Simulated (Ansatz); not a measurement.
Predict the output of the script below (the Python package of Ansatz (0.2.0)).

The script, `bde_c4h5cl.py`:
```python
"""X-H bond energies of C4H5Cl without relaxation."""

import ansatz as az

BASIS = "def2-SVPD"
XC = "hf"


def energy_of(molecule, charge=0, unpaired=0):
    calc = molecule.calculation().basis(gaussian=BASIS).functional(XC)
    if charge:
        calc = calc.charge(charge)
    if unpaired:
        calc = calc.spin("collinear", total=unpaired)
    report = calc.run(threads=1, backend="cpu").report
    if report["published_state_doubts"]:
        print("  doubts:", report["published_state_doubts"])
    return report["free_energy_ev"]

def without(molecule, index):
    rest = az.Crystal.molecule()
    for i, site in enumerate(molecule.cartesian_sites):
        if i != index:
            rest = rest.atom(site.symbol, site.position_ang)
    return rest

system = (
    az.Crystal.molecule()
    .atom("C", (2.2547, -0.4051, -0.2727))
    .atom("C", (1.1666, 0.0697, -0.0879))
    .atom("C", (-0.1628, 0.6509, 0.1434))
    .atom("C", (-1.2424, -0.4193, 0.1776))
    .atom("Cl", (-0.4991, 1.8073, -1.1723))
    .atom("H", (3.2207, -0.8219, -0.4435))
    .atom("H", (-0.1716, 1.2174, 1.0798))
    .atom("H", (-1.2795, -0.9903, -0.7576))
    .atom("H", (-1.0562, -1.1324, 0.9887))
    .atom("H", (-2.2303, 0.0237, 0.3443))
)

whole = energy_of(system, 0)
hydrogen = energy_of(az.Crystal.molecule().atom("H", (0, 0, 0)), 0, 1)
print(f"E(molecule) = {whole:.5f} eV, E(H) = {hydrogen:.5f} eV")
for index in [5, 6, 9]:
    radical = energy_of(without(system, index), 0, 1)
    print(f"H{index}: homolysis {23.060548 * (radical + hydrogen - whole):.1f} kcal/mol")
```

Output of `python bde_c4h5cl.py`:
```text
E(molecule) = -16695.96841 eV, E(H) = -13.58606 eV
H5: homolysis 107.6 kcal/mol
H6: homolysis 81.7 kcal/mol
H9: homolysis 91.0 kcal/mol
```

Reading the output:
- Total energies depend on the basis set; only differences at equal settings carry meaning.
- The geometry is a force-field or estimated start, not a minimum of this method, and the basis set is short of its limit. All parts are taken at fixed geometry, without zero-point energy.
- The expectation value of S² is noticeably off S(S+1) in at least one run, so that state is spin-contaminated.
- Hartree-Fock leaves correlation out, so bond, atomisation and ionisation energies come out well too low.
- Timing: 46 s on 1 thread of Arm Neoverse V1, on a shared host, peak memory 0.56 GiB.
